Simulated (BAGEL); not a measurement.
# A workflow on C3H10OSi (trimethylsilanol)

Wanted: a single-point energy (HF/def2-SVP), then the energy (NEVPT2(2,2)/def2-SVP) of C3H10OSi (trimethylsilanol). 

The calculation is run with BAGEL 1.2.2.

1 further run of the same task is left out (set aside as unsound or not needed).

**1. The structure to begin with**

The species is C3H10OSi (15 atoms), meant as a singlet with charge 0. As SMILES, `C[Si](C)(C)O`. The Si2–O5 distance was set to 3.817 Å, away from the relaxed value. At this shape a bond of the SMILES string is far longer than usual.

Bond lengths: C1–Si2 1.870 Å, Si2–C3 1.870 Å, Si2–C4 1.861 Å, C1–H6 1.094 Å, C1–H7 1.094 Å, C1–H8 1.093 Å, C3–H9 1.094 Å, C3–H10 1.093 Å, C3–H11 1.094 Å, C4–H12 1.093 Å, C4–H13 1.093 Å, C4–H14 1.093 Å, O5–H15 0.957 Å. Some angles: C1–Si2–C3 109.3°, C1–Si2–C4 111.0°, C3–Si2–C4 111.0°, Si2–C1–H6 111.5°, Si2–C1–H7 111.0°, Si2–C1–H8 111.0°, Si2–C3–H9 111.5°, Si2–C3–H10 111.0°, Si2–C3–H11 111.0°, Si2–C4–H12 111.1°.

**2. A single-point energy at HF/def2-SVP (density fitting with svp-jkfit) (run 1)**

The input, input.json:

```json
{ "bagel": [

{
  "title": "molecule",
  "basis": "svp",
  "df_basis": "svp-jkfit",
  "geometry": [
    { "atom": "C", "xyz": [ -4.37289995, -2.70252757,  2.61334005 ] },
    { "atom": "Si", "xyz": [ -0.87726567, -2.68395156,  2.09132211 ] },
    { "atom": "C", "xyz": [  0.76675826, -2.36398313,  5.20373883 ] },
    { "atom": "C", "xyz": [  0.16089317, -5.59501796,  0.41226265 ] },
    { "atom": "O", "xyz": [  0.97547663,  2.73649350, -2.29306927 ] },
    { "atom": "H", "xyz": [ -5.00801800, -0.97361714,  3.55202371 ] },
    { "atom": "H", "xyz": [ -4.93526355, -4.29532103,  3.80477458 ] },
    { "atom": "H", "xyz": [ -5.38739942, -2.86005514,  0.82108600 ] },
    { "atom": "H", "xyz": [  0.20870324, -0.62964919,  6.18061385 ] },
    { "atom": "H", "xyz": [  2.81686545, -2.32036825,  4.95612802 ] },
    { "atom": "H", "xyz": [  0.30999256, -3.94936886,  6.44899276 ] },
    { "atom": "H", "xyz": [ -0.28166179, -7.28615277,  1.51327378 ] },
    { "atom": "H", "xyz": [  2.19875493, -5.56327056,  0.08033226 ] },
    { "atom": "H", "xyz": [ -0.77852748, -5.76036900, -1.41918432 ] },
    { "atom": "H", "xyz": [  0.58985911,  4.41842534, -1.74971632 ] }
  ]
},
{ "title": "hf" },
{ "title": "print", "file": "orbitals.molden", "orbitals": true }

]}
```

Run with:

```console
$ BAGEL_NUM_THREADS=1 BAGEL input.json > input.out
```

Standard output:

```text
* using 1 threads per process

  ===============================================================
  ===============================================================

  *** Geometry ***

  { "atom" : "C", "xyz" : [     -4.372900,     -2.702528,      2.613340 ] },
  { "atom" : "Si", "xyz" : [     -0.877266,     -2.683952,      2.091322 ] },
  { "atom" : "C", "xyz" : [      0.766758,     -2.363983,      5.203739 ] },
  { "atom" : "C", "xyz" : [      0.160893,     -5.595018,      0.412263 ] },
  { "atom" : "O", "xyz" : [      0.975477,      2.736493,     -2.293069 ] },
  { "atom" : "H", "xyz" : [     -5.008018,     -0.973617,      3.552024 ] },
  { "atom" : "H", "xyz" : [     -4.935264,     -4.295321,      3.804775 ] },
  { "atom" : "H", "xyz" : [     -5.387399,     -2.860055,      0.821086 ] },
  { "atom" : "H", "xyz" : [      0.208703,     -0.629649,      6.180614 ] },
  { "atom" : "H", "xyz" : [      2.816865,     -2.320368,      4.956128 ] },
  { "atom" : "H", "xyz" : [      0.309993,     -3.949369,      6.448993 ] },
  { "atom" : "H", "xyz" : [     -0.281662,     -7.286153,      1.513274 ] },
  { "atom" : "H", "xyz" : [      2.198755,     -5.563271,      0.080332 ] },
  { "atom" : "H", "xyz" : [     -0.778527,     -5.760369,     -1.419184 ] },
  { "atom" : "H", "xyz" : [      0.589859,      4.418425,     -1.749716 ] },

  Number of auxiliary basis functions:      610

  Since a DF basis is specified, we compute 2- and 3-index integrals:
    o Being stored without compression. Storage requirement is 0.075 GB

  Number of basis functions:      124
  Number of electrons      :       50

    * METHOD: MOLECULE                             0.46

  *** RHF ***

  === Nuclear Repulsion ===
   213.7345020655

      * DIIS with orbital gradients will be used.

  === RHF iteration (svp) ===
      0       -482.35307317          0.01757546           0.19
      1       -481.63917625          0.02308673           0.20
      2       -482.66579554          0.00866201           0.18
      3       -482.73275608          0.00460756           0.18
      4       -482.76694875          0.00166571           0.18
      5       -482.77955057          0.00068162           0.19
      6       -482.78452435          0.00071100           0.19
      7       -482.78584939          0.00037854           0.19
      8       -482.78638610          0.00004794           0.18
      9       -482.78639465          0.00001769           0.19
     10       -482.78639569          0.00000579           0.18
     11       -482.78639583          0.00000217           0.19
     12       -482.78639585          0.00000177           0.18
     13       -482.78639585          0.00000061           0.18
     14       -482.78639585          0.00000015           0.20
     15       -482.78639585          0.00000007           0.19
     16       -482.78639585          0.00000001           0.19
     17       -482.78639585          0.00000001           0.19
    * SCF iteration converged.

    * Permanent dipole moment:
           (    1.173405,     2.678137,    -2.677607) a.u.

    * METHOD: HF                                   3.76

    * METHOD: PRINT                                0.02

  ===============================================================
```

Wall time 4.5 s (1 thread of Arm Neoverse V2, shared host); peak memory 0.22 GiB.

**3. The energy at NEVPT2(2,2)/def2-SVP (density fitting with svp-jkfit) (run 2)**

The input, input.json:

```json
{ "bagel": [

{
  "title": "molecule",
  "basis": "svp",
  "df_basis": "svp-jkfit",
  "geometry": [
    { "atom": "C", "xyz": [    -4.37289995,    -2.70252757,     2.61334005 ] },
    { "atom": "Si", "xyz": [    -0.87726567,    -2.68395156,     2.09132211 ] },
    { "atom": "C", "xyz": [     0.76675826,    -2.36398313,     5.20373883 ] },
    { "atom": "C", "xyz": [     0.16089317,    -5.59501796,     0.41226265 ] },
    { "atom": "O", "xyz": [     0.97547663,     2.73649350,    -2.29306927 ] },
    { "atom": "H", "xyz": [    -5.00801800,    -0.97361714,     3.55202371 ] },
    { "atom": "H", "xyz": [    -4.93526355,    -4.29532103,     3.80477458 ] },
    { "atom": "H", "xyz": [    -5.38739942,    -2.86005514,     0.82108600 ] },
    { "atom": "H", "xyz": [     0.20870324,    -0.62964919,     6.18061385 ] },
    { "atom": "H", "xyz": [     2.81686545,    -2.32036825,     4.95612802 ] },
    { "atom": "H", "xyz": [     0.30999256,    -3.94936886,     6.44899276 ] },
    { "atom": "H", "xyz": [    -0.28166179,    -7.28615277,     1.51327378 ] },
    { "atom": "H", "xyz": [     2.19875493,    -5.56327056,     0.08033226 ] },
    { "atom": "H", "xyz": [    -0.77852748,    -5.76036900,    -1.41918432 ] },
    { "atom": "H", "xyz": [     0.58985911,     4.41842534,    -1.74971632 ] }
  ]
},

{ "title": "hf" },

{ "title": "casscf", "nstate": 1, "nact": 2, "nclosed": 24, "active": [25, 26], "maxiter": 200, "natocc": true },

{ "title": "nevpt2", "nstate": 1, "nact": 2, "nclosed": 24, "active": [25, 26], "maxiter": 200, "natocc": true, "ncore": 9 },

{ "title": "print", "file": "orbitals.molden", "orbitals": true }

]}
```

Run with:

```console
$ BAGEL_NUM_THREADS=1 BAGEL input.json > input.out
```

Standard output:

```text
* using 1 threads per process

  ===============================================================
  ===============================================================

  *** Geometry ***

  { "atom" : "C", "xyz" : [     -4.372900,     -2.702528,      2.613340 ] },
  { "atom" : "Si", "xyz" : [     -0.877266,     -2.683952,      2.091322 ] },
  { "atom" : "C", "xyz" : [      0.766758,     -2.363983,      5.203739 ] },
  { "atom" : "C", "xyz" : [      0.160893,     -5.595018,      0.412263 ] },
  { "atom" : "O", "xyz" : [      0.975477,      2.736493,     -2.293069 ] },
  { "atom" : "H", "xyz" : [     -5.008018,     -0.973617,      3.552024 ] },
  { "atom" : "H", "xyz" : [     -4.935264,     -4.295321,      3.804775 ] },
  { "atom" : "H", "xyz" : [     -5.387399,     -2.860055,      0.821086 ] },
  { "atom" : "H", "xyz" : [      0.208703,     -0.629649,      6.180614 ] },
  { "atom" : "H", "xyz" : [      2.816865,     -2.320368,      4.956128 ] },
  { "atom" : "H", "xyz" : [      0.309993,     -3.949369,      6.448993 ] },
  { "atom" : "H", "xyz" : [     -0.281662,     -7.286153,      1.513274 ] },
  { "atom" : "H", "xyz" : [      2.198755,     -5.563271,      0.080332 ] },
  { "atom" : "H", "xyz" : [     -0.778527,     -5.760369,     -1.419184 ] },
  { "atom" : "H", "xyz" : [      0.589859,      4.418425,     -1.749716 ] },

  Number of auxiliary basis functions:      610

  Since a DF basis is specified, we compute 2- and 3-index integrals:
    o Being stored without compression. Storage requirement is 0.075 GB

  Number of basis functions:      124
  Number of electrons      :       50

    * METHOD: MOLECULE                             0.47

  *** RHF ***

  === Nuclear Repulsion ===
   213.7345020655

      * DIIS with orbital gradients will be used.

  === RHF iteration (svp) ===
      0       -482.35307317          0.01757546           0.21
      1       -481.63917625          0.02308673           0.26
      2       -482.66579554          0.00866201           0.20
      3       -482.73275608          0.00460756           0.20
      4       -482.76694875          0.00166571           0.21
      5       -482.77955057          0.00068162           0.19
      6       -482.78452435          0.00071100           0.22
      7       -482.78584939          0.00037854           0.19
      8       -482.78638610          0.00004794           0.19
      9       -482.78639465          0.00001769           0.19
     10       -482.78639569          0.00000579           0.19
     11       -482.78639583          0.00000217           0.18
     12       -482.78639585          0.00000177           0.18
     13       -482.78639585          0.00000061           0.18
     14       -482.78639585          0.00000015           0.19
     15       -482.78639585          0.00000007           0.19
     16       -482.78639585          0.00000001           0.21
     17       -482.78639585          0.00000001           0.19
    * SCF iteration converged.

    * Permanent dipole moment:
           (    1.173405,     2.678137,    -2.677607) a.u.

    * METHOD: HF                                   3.94

  ---------------------------
      CASSCF calculation
  ---------------------------

    ==== Active orbitals : =====
         Orbital 25
         Orbital 26
    ============================

    * nstate   :      1
    * nclosed  :     24
    * nact     :      2
    * nvirt    :     98
  === CASSCF iteration (svp) ===

    * Using the second-order algorithm

      0  0      -482.85491837     1.43e-02      0.05

      1  0      -482.90723026     1.53e-03      1.15

      2  0      -482.90853967     3.92e-04      1.13

      3  0      -482.90863070     1.08e-04      1.13

      4  0      -482.90863754     2.94e-05      1.14

      5  0      -482.90863804     7.97e-06      1.15

      6  0      -482.90863808     2.15e-06      1.42

      7  0      -482.90863808     5.83e-07      1.14

      8  0      -482.90863808     1.58e-07      1.10

      9  0      -482.90863808     4.26e-08      1.03

     10  0      -482.90863808     1.15e-08      0.90

     11  0      -482.90863808     3.12e-09      0.83

    * Second-order optimization converged. *

     guess   0:   closed 1.                   open ..

  === FCI iteration ===

      0  0      -482.73440074     1.18e-01      0.00
      1  0      -482.89066521     3.79e-02      0.00
      2  0 *    -482.90863808     3.66e-16      0.00

     * ci vector, state   0, <S^2> = 0.0000
       2.     0.7824346929
       .2    -0.6227326484

    * METHOD: CASSCF                              12.61

    * freezing 9 orbitals

  === DF-NEVPT2 calculation ===

    * 3-index integral transformation done
    * assembly done

      NEVPT2 correlation energy:   -0.6757309739      0.59

          (+0)     -0.5929246030
          (+0)'    -0.0116593611
          (+1)     -0.0163123453
          (+1)'    -0.0000000000
          (+2)     -0.0000621828
          (-1)     -0.0546165151
          (-1)'     0.0000000000
          (-2)     -0.0001559666

      NEVPT2 total energy:       -483.5843690577

    * METHOD: NEVPT2                               0.96

    * METHOD: PRINT                                0.02

  ===============================================================
```

It took 18 s on 1 thread of Arm Neoverse V2, shared host; peak memory 0.22 GiB.

**4. Summary of results**

| quantity | value |
| --- | --- |
| run 1, HF/def2-SVP: total energy | -482.78640 Eh |
| run 1, HF/def2-SVP: dipole moment | 10.08 D |
| run 1, HF/def2-SVP: HOMO energy | -6.76 eV |
| run 1, HF/def2-SVP: LUMO energy | -0.77 eV |
| run 1, HF/def2-SVP: HOMO–LUMO gap | 5.99 eV |
| run 2, NEVPT2(2,2)/def2-SVP: total energy | -483.58437 Eh |

One bond (run 1, HF/def2-SVP) is far stretched, which a spin-restricted single reference describes badly; a broken-symmetry solution may lie lower.
